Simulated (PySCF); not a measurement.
# C₃H₆O₄S: magnetic properties

Wanted: magnetic properties for C₃H₆O₄S (`O=S(=O)(O)C[C@H]1CO1`).

Computed with PySCF 2.14.0 and routines of our own; the level stands in each step. Atoms count from 0.

## 1. The system as given

14 atoms, charge 0, multiplicity 1; geometry from: GFN2-xTB.

## 2. Magnetic properties: GIAO B97-2/pcSseg-1

The job: settings as JSON, then the geometry in Å.

```
{"job": {"kind": "mag", "xc": "B97-2", "basis": "pcSseg-1", "isotopologues": 2}, "charge": 0, "multiplicity": 1}
O     -1.231145     0.603978    -1.171577
S     -1.306168    -0.366479    -0.122792
O     -1.145924    -1.743110    -0.445406
O     -2.727363    -0.152404     0.613422
C     -0.177625     0.064410     1.216674
C      1.196804    -0.330907     0.753650
C      1.844083     0.424304    -0.323861
O      2.249448     0.546401     1.010692
H     -3.253491     0.492478     0.136356
H     -0.499404    -0.484994     2.094373
H     -0.250587     1.135939     1.373445
H      1.429831    -1.386853     0.854053
H      1.329900     1.276927    -0.749274
H      2.540965    -0.080163    -0.981898
```

Method: GIAO B97-2/pcSseg-1 magnetisability, rotational g tensor and spin-rotation constants, non-relativistic, gas phase.

On the command line:

```sh
OMP_NUM_THREADS=1 python excited_run.py task.json out
```

One launch serves the whole session: the jobs run in the order shown.

Output:

```text
coarse grid: 12952 points
cycle   1  E = -816.3155752560  dE =  2.200e+00  |g| = 1.334e+00  |ddm| = 3.680e+00
cycle   2  E = -815.6228019499  dE =  6.928e-01  |g| = 2.366e+00  |ddm| = 2.678e+00
cycle   3  E = -816.6191762643  dE = -9.964e-01  |g| = 2.545e-01  |ddm| = 1.917e+00
cycle   4  E = -816.6302919471  dE = -1.112e-02  |g| = 1.069e-01  |ddm| = 2.517e-01
cycle   5  E = -816.6321019203  dE = -1.810e-03  |g| = 3.243e-02  |ddm| = 8.261e-02
cycle   6  E = -816.6323107873  dE = -2.089e-04  |g| = 8.185e-03  |ddm| = 3.015e-02
cycle   7  E = -816.6323221999  dE = -1.141e-05  |g| = 3.066e-03  |ddm| = 7.271e-03
cycle   8  E = -816.6323237828  dE = -1.583e-06  |g| = 8.673e-04  |ddm| = 2.534e-03
final grid: 122440 points
cycle   9  E = -816.7263852621  dE = -6.640e-05  |g| = 8.051e-03  |ddm| = 2.832e-02
cycle  10  E = -816.7263701146  dE =  1.515e-05  |g| = 1.216e-02  |ddm| = 1.323e-02
cycle  11  E = -816.7263954071  dE = -2.529e-05  |g| = 1.498e-03  |ddm| = 8.665e-03
cycle  12  E = -816.7263958209  dE = -4.138e-07  |g| = 4.928e-04  |ddm| = 1.503e-03
cycle  13  E = -816.7263958557  dE = -3.480e-08  |g| = 2.055e-04  |ddm| = 4.377e-04
cycle  14  E = -816.7263958636  dE = -7.911e-09  |g| = 3.972e-05  |ddm| = 1.721e-04
cycle  15  E = -816.7263958638  dE = -1.935e-10  |g| = 2.318e-05  |ddm| = 4.263e-05
converged SCF energy = -816.7263958638

Magnetisability tensor (1e-30 J/T^2)
    -1255.08       67.93      -16.47
       67.93    -1203.63      -48.60
      -16.47      -48.60    -1134.02
isotropic -1197.58   principal values   -1303.29  -1195.30  -1094.15
isotropic susceptibility -72.120 1e-6 cm^3/mol

Inertial axes            a          b          c
rot. const./GHz      3.8722     1.1541     1.1215
chi total           -74.346    -67.145    -74.869
chi diamagnetic    -406.365  -1082.729  -1115.549
chi paramagnetic    332.019   1015.584   1040.680
quadrupole/D A       -1.543      0.479      1.064
g nuclear            0.5662     0.5348     0.5368
g electronic        -0.6040    -0.5506    -0.5483
g total             -0.0378    -0.0158    -0.0115

Spin-rotation constants (kHz, H = +C I.J)
atom  isotope        aa         bb         cc
  8     1H       -0.253     -0.096     -0.053
  9     1H       -0.406      0.053     -0.123
 10     1H       -0.423     -0.145      0.043
 11     1H       -0.403     -0.105      0.021
 12     1H       -0.339     -0.075     -0.026
 13     1H       -0.295     -0.050     -0.067
  0    17O*      -0.938     -0.302     -0.232
  1    33S*       1.769      0.467      0.378
  2    17O*      -0.856     -0.279     -0.305
  3    17O*      -0.643     -0.260     -0.288
  4    13C*       0.722      0.264      0.237
  5    13C*       0.658      0.273      0.142
  6    13C*       0.628      0.282      0.147
  7    17O*      -0.395     -0.105     -0.014
* in the singly substituted isotopologue

Isotopologues: g along a, b, c
2H    at 8,9,10,11,12,1    -0.0341    -0.0148    -0.0108
18O   at 0                 -0.0365    -0.0160    -0.0111
```

Wall time 27 s (1 thread of Arm Neoverse V1, shared host); peak memory 0.78 GiB.

From this job:

```csv
quantity,value
magnetisability,-1198·10⁻³⁰ J/T²
molar susceptibility,-72.1·10⁻⁶ cm³/mol
"rotational g (a, b, c)","-0.0378, -0.0158, -0.0115"
```

## 3. Magnetic properties: GIAO OPBE/6-31G*

The job, as its differences from that of step 2:

```diff
@@ -1,2 +1,2 @@
-{"job": {"kind": "mag", "xc": "B97-2", "basis": "pcSseg-1", "isotopologues": 2}, "charge": 0, "multiplicity": 1}
+{"job": {"kind": "mag", "xc": "OPBE", "basis": "6-31G*"}, "charge": 0, "multiplicity": 1}
 O     -1.231145     0.603978    -1.171577
```

Level: GIAO OPBE/6-31G* magnetisability, rotational g tensor and spin-rotation constants, non-relativistic, gas phase.

Output:

```text
coarse grid: 12952 points
cycle   1  E = -816.4329160001  dE =  2.001e+00  |g| = 1.309e+00  |ddm| = 4.043e+00
cycle   2  E = -815.1462746059  dE =  1.287e+00  |g| = 2.864e+00  |ddm| = 3.800e+00
cycle   3  E = -816.7249871132  dE = -1.579e+00  |g| = 4.200e-01  |ddm| = 2.997e+00
cycle   4  E = -816.7587840403  dE = -3.380e-02  |g| = 1.690e-01  |ddm| = 5.132e-01
cycle   5  E = -816.7632907516  dE = -4.507e-03  |g| = 7.021e-02  |ddm| = 1.775e-01
cycle   6  E = -816.7643177242  dE = -1.027e-03  |g| = 2.080e-02  |ddm| = 7.744e-02
cycle   7  E = -816.7643983898  dE = -8.067e-05  |g| = 6.827e-03  |ddm| = 2.160e-02
cycle   8  E = -816.7644067119  dE = -8.322e-06  |g| = 2.651e-03  |ddm| = 7.619e-03
final grid: 122440 points
cycle   9  E = -816.6715485200  dE =  3.339e-05  |g| = 3.580e-02  |ddm| = 6.695e-02
cycle  10  E = -816.6707847370  dE =  7.638e-04  |g| = 7.122e-02  |ddm| = 9.156e-02
cycle  11  E = -816.6717956363  dE = -1.011e-03  |g| = 8.661e-03  |ddm| = 6.236e-02
cycle  12  E = -816.6718118704  dE = -1.623e-05  |g| = 1.952e-03  |ddm| = 9.793e-03
cycle  13  E = -816.6718125945  dE = -7.241e-07  |g| = 5.805e-04  |ddm| = 2.133e-03
cycle  14  E = -816.6718126615  dE = -6.706e-08  |g| = 1.700e-04  |ddm| = 6.540e-04
cycle  15  E = -816.6718126674  dE = -5.896e-09  |g| = 5.404e-05  |ddm| = 2.001e-04
cycle  16  E = -816.6718126680  dE = -5.250e-10  |g| = 1.750e-05  |ddm| = 5.509e-05
converged SCF energy = -816.6718126680

Magnetisability tensor (1e-30 J/T^2)
    -1231.41       68.24      -15.16
       68.24    -1170.53      -44.41
      -15.16      -44.41    -1112.53
isotropic -1171.49   principal values   -1276.56  -1164.91  -1072.99
isotropic susceptibility -70.549 1e-6 cm^3/mol

Inertial axes            a          b          c
rot. const./GHz      3.8722     1.1541     1.1215
chi total           -72.859    -65.930    -72.857
chi diamagnetic    -403.597  -1079.337  -1112.501
chi paramagnetic    330.738   1013.407   1039.644
quadrupole/D A       -1.031     -0.068      1.100
g nuclear            0.5662     0.5348     0.5368
g electronic        -0.6017    -0.5495    -0.5477
g total             -0.0355    -0.0146    -0.0109

Spin-rotation constants (kHz, H = +C I.J)
atom  isotope        aa         bb         cc
  8     1H       -0.283     -0.101     -0.055
  9     1H       -0.427      0.048     -0.125
 10     1H       -0.438     -0.146      0.040
 11     1H       -0.409     -0.108      0.021
 12     1H       -0.345     -0.077     -0.028
 13     1H       -0.308     -0.054     -0.068
  0    17O*      -0.840     -0.274     -0.216
  1    33S*       1.625      0.424      0.339
  2    17O*      -0.785     -0.257     -0.287
  3    17O*      -0.601     -0.244     -0.274
  4    13C*       0.633      0.234      0.212
  5    13C*       0.607      0.251      0.129
  6    13C*       0.571      0.260      0.134
  7    17O*      -0.395     -0.088     -0.025
* in the singly substituted isotopologue
```

Wall time 28 s (1 thread of Arm Neoverse V1, shared host).

In short:

```csv
quantity,value
magnetisability,-1171·10⁻³⁰ J/T²
molar susceptibility,-70.5·10⁻⁶ cm³/mol
"rotational g (a, b, c)","-0.0355, -0.0146, -0.0109"
```

## 4. The levels compared

```csv
level,ξ (10⁻³⁰ J/T²),g(a),g(b),gap (eV),functions,time
GIAO B97-2/pcSseg-1,-1198,-0.0378,-0.0158,8.68,173,27 s
GIAO OPBE/6-31G*,-1171,-0.0355,-0.0146,6.58,128,28 s
```

## 5. Summary of results

| quantity | value |
| --- | --- |
| magnetisability (step 2, GIAO B97-2/pcSseg-1) | -1198·10⁻³⁰ J/T² |
| molar susceptibility (step 2, GIAO B97-2/pcSseg-1) | -72.1·10⁻⁶ cm³/mol |
| rotational g (a, b, c) (step 2, GIAO B97-2/pcSseg-1) | -0.0378, -0.0158, -0.0115 |
| magnetisability over the levels | -1198 to -1171·10⁻³⁰ J/T² |

What this shows: The magnetisability spreads by 2.2 % over 2 levels of like cost. Two levels can agree by chance, so this spread shows no convergence. Vibrational averaging and real surroundings are missing from these values.
